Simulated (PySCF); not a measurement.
# C2H7BCl− (SMILES [BH3-]C(C)Cl) at 5 levels

We compute a comparison of 5 runs (HF/def2-SVP, TPSSh/6-31G, r2SCAN/3-21G, PBE0/def2-SVP, TPSSh/def2-TZVP) of C2H7BCl−. 

The calculation is run with PySCF 2.14.0.

## (1) Starting point

C2H7BCl− has 11 atoms, charge -1, and is taken as a singlet. As SMILES, `[BH3-]C(C)Cl`. The coordinates come from a GFN2-xTB relaxation.

Bond lengths: B1–C2 1.652 Å, C2–C3 1.517 Å, C2–Cl4 1.805 Å, B1–H5 1.214 Å, B1–H6 1.214 Å, B1–H7 1.223 Å, C2–H8 1.098 Å, C3–H9 1.090 Å, C3–H10 1.090 Å, C3–H11 1.096 Å. Some angles: B1–C2–C3 114.4°, B1–C2–Cl4 112.2°, C3–C2–Cl4 106.2°, B1–C2–H8 111.6°, C3–C2–H8 109.0°, Cl4–C2–H8 102.5°, C2–B1–H5 109.8°, C2–B1–H6 110.3°, C2–B1–H7 105.8°, C2–C3–H9 108.2°.

## (2) Energy and gradient at HF/def2-SVP (run 1)

calc.py

```python
# [BH3-]C(C)Cl
from pyscf import gto, scf

system = gto.M(
    atom=[
    ('B', (-0.605860, 1.141510, -0.521720)),
    ('C', (0.057120, -0.369610, -0.446030)),
    ('C', (0.659530, -0.724300, 0.900770)),
    ('Cl', (-1.146500, -1.663050, -0.815630)),
    ('H', (-1.078990, 1.328780, -1.624310)),
    ('H', (-1.452590, 1.274550, 0.338460)),
    ('H', (0.317470, 1.919680, -0.330370)),
    ('H', (0.814750, -0.518920, -1.226750)),
    ('H', (1.451560, -0.008430, 1.119500)),
    ('H', (-0.096780, -0.643900, 1.681160)),
    ('H', (1.080290, -1.736310, 0.924920)),
],
    verbose=4,
    max_memory=1860,
    basis='def2-svp',
    charge=-1,
)

calc0 = scf.RHF(system)
calc0.conv_tol = 1e-10
calc0.kernel()
if not calc0.converged:
    calc0 = calc0.newton().run(calc0.mo_coeff, calc0.mo_occ)

e_tot = calc0.e_tot
print('E(%s) = %.9f' % ('HF', e_tot))
grad = calc0.nuc_grad_method().kernel()
calc0.analyze()
```

On the command line:

```bash
$ OMP_NUM_THREADS=1 python calc.py
```

The log of the run:

```text
PySCF version 2.14.0

[... 93 lines left out ...]
MO #5   energy= -7.81648013183672  occ= 2
[... 17 lines left out ...]
MO #23  energy= 0.386657080744447  occ= 0
[... 17 lines left out ...]
MO #41  energy= 1.02929977402712   occ= 0
[... 17 lines left out ...]
MO #59  energy= 1.54880012723916   occ= 0
[... 17 lines left out ...]
MO #77  energy= 2.36213890622055   occ= 0
[... 17 lines left out ...]
MO #95  energy= 3.54432854002404   occ= 0
[... 110 lines left out ...]
WARN: System has nonzero charge -1; the dipole moment is origin-dependent.
Location of origin: [0. 0. 0.]

Dipole moment(X, Y, Z, Debye):  4.06046, -2.21634,  2.68508
```

Wall time 8.7 s (1 thread of Intel Xeon at 2.70GHz, shared host); peak memory 0.2 GiB.

## (3) Energy and gradient at TPSSh/6-31G (run 2)

run.py

```python
# [BH3-]C(C)Cl
from pyscf import gto, dft

mol = gto.Mole()
mol.atom = '''
B       -0.605860       1.141510      -0.521720
C        0.057120      -0.369610      -0.446030
C        0.659530      -0.724300       0.900770
Cl      -1.146500      -1.663050      -0.815630
H       -1.078990       1.328780      -1.624310
H       -1.452590       1.274550       0.338460
H        0.317470       1.919680      -0.330370
H        0.814750      -0.518920      -1.226750
H        1.451560      -0.008430       1.119500
H       -0.096780      -0.643900       1.681160
H        1.080290      -1.736310       0.924920
'''
mol.basis = '6-31g'
mol.charge = -1
mol.max_memory = 1860
mol.verbose = 4
mol.build()

mf = dft.RKS(mol, xc='tpssh')
mf.conv_tol = 1e-10
mf.grids.level = 5
mf.kernel()
if not mf.converged:
    mf = mf.newton().run(mf.mo_coeff, mf.mo_occ)

e_tot = mf.e_tot
print('Final energy', e_tot)
grad = mf.nuc_grad_method().kernel()
dip = mf.dip_moment()
pop, q = mf.mulliken_pop()
```

On the command line:

```bash
$ OMP_NUM_THREADS=1 python run.py
```

The log of the run:

```text
PySCF version 2.14.0

[... 78 lines left out ...]
converged SCF energy = -565.471985175188
Final energy -565.4719851751883
[... 13 lines left out ...]
WARN: System has nonzero charge -1; the dipole moment is origin-dependent.
[... 2 lines left out ...]
Dipole moment(X, Y, Z, Debye):  4.25389, -1.80606,  2.78559
[... 66 lines left out ...]
charge of   10H =      0.09050
```

Run time: 32 s. Hardware: 1 thread of Intel Xeon at 2.70GHz, shared host; peak memory 0.56 GiB.

Runs 3 to 4 aren't shown in full; the table further down has their settings and results.

## (4) Energy and gradient at TPSSh/def2-TZVP (run 5)

run.py

```python
import pyscf.grad
from pyscf import gto, dft

mol = gto.M(
    atom='''
B     -1.144909     2.157141    -0.985908
C      0.107941    -0.698462    -0.842875
C      1.246331    -1.368729     1.702209
Cl    -2.166571    -3.142709    -1.541317
H     -2.038996     2.511030    -3.069501
H     -2.744997     2.408550     0.639597
H      0.599931     3.627669    -0.624309
H      1.539654    -0.980617    -2.318222
H      2.743051    -0.015930     2.115548
H     -0.182888    -1.216795     3.176932
H      2.041452    -3.281150     1.747845
''',
    charge=-1,
    unit='bohr',
    max_memory=1860,
    basis='def2-tzvp',
    verbose=4,
    spin=0,
)

ks = dft.RKS(mol)
ks.xc = 'tpssh'
ks.grids.level = 5
ks.conv_tol = 1e-10
ks.kernel()
if not ks.converged:
    ks = ks.newton().run(ks.mo_coeff, ks.mo_occ)

etot = ks.e_tot
print('E = %.10f Eh' % etot)
grad = ks.Gradients().kernel()
ks.analyze()
```

On the command line:

```bash
$ OMP_NUM_THREADS=1 python run.py
```

The log of the run:

```text
PySCF version 2.14.0

[... 119 lines left out ...]
MO #17  energy= -0.130693330397765 occ= 2
[... 30 lines left out ...]
MO #48  energy= 0.614896655798048  occ= 0
[... 30 lines left out ...]
MO #79  energy= 1.62029815961988   occ= 0
[... 30 lines left out ...]
MO #110 energy= 2.40779967223758   occ= 0
[... 30 lines left out ...]
MO #141 energy= 3.37976392800627   occ= 0
[... 30 lines left out ...]
MO #172 energy= 25.4860302270614   occ= 0
[... 187 lines left out ...]
WARN: System has nonzero charge -1; the dipole moment is origin-dependent.
Location of origin: [0. 0. 0.]

Dipole moment(X, Y, Z, Debye):  3.97281, -1.89051,  2.61573
```

Wall time 3.5 min (1 thread of Intel Xeon at 2.70GHz, shared host); peak memory 2.3 GiB.

## (5) All runs side by side

```tsv
run	level	integration grid	energy (Eh)	HOMO energy (eV)	LUMO energy (eV)	HOMO–LUMO gap (eV)	wall time
1	HF/def2-SVP	–	-563.767038	-5.20	9.26	14.46	8.7 s
2	TPSSh/6-31G	5	-565.471985	-1.24	6.14	7.38	32 s
3	r2SCAN/3-21G	5	-562.582667	-0.83	5.97	6.80	27 s
4	PBE0/def2-SVP	5	-564.987361	-1.92	6.32	8.23	45 s
5	TPSSh/def2-TZVP	5	-565.593469	-1.60	5.15	6.76	3.5 min
```

## (6) Summary of results

```
                                                    quantity          value
                                         run 5: total energy  -565.59347 Eh
                                          run 5: HOMO energy       -1.60 eV
                                          run 5: LUMO energy        5.15 eV
run 5: HOMO–LUMO gap (to an unbound level, set by the basis)        6.76 eV
                             run 5: largest force on an atom     1.154 eV/Å
```

In words: The HOMO–LUMO gap runs from 6.76 eV (TPSSh/def2-TZVP) to 14.46 eV (HF/def2-SVP). The two ends differ in method and basis. The empty levels of an anion lie above zero and hang on the basis. Totals of different functionals can't be ranked against each other. All runs together took 5.3 min, the longest 3.5 min.
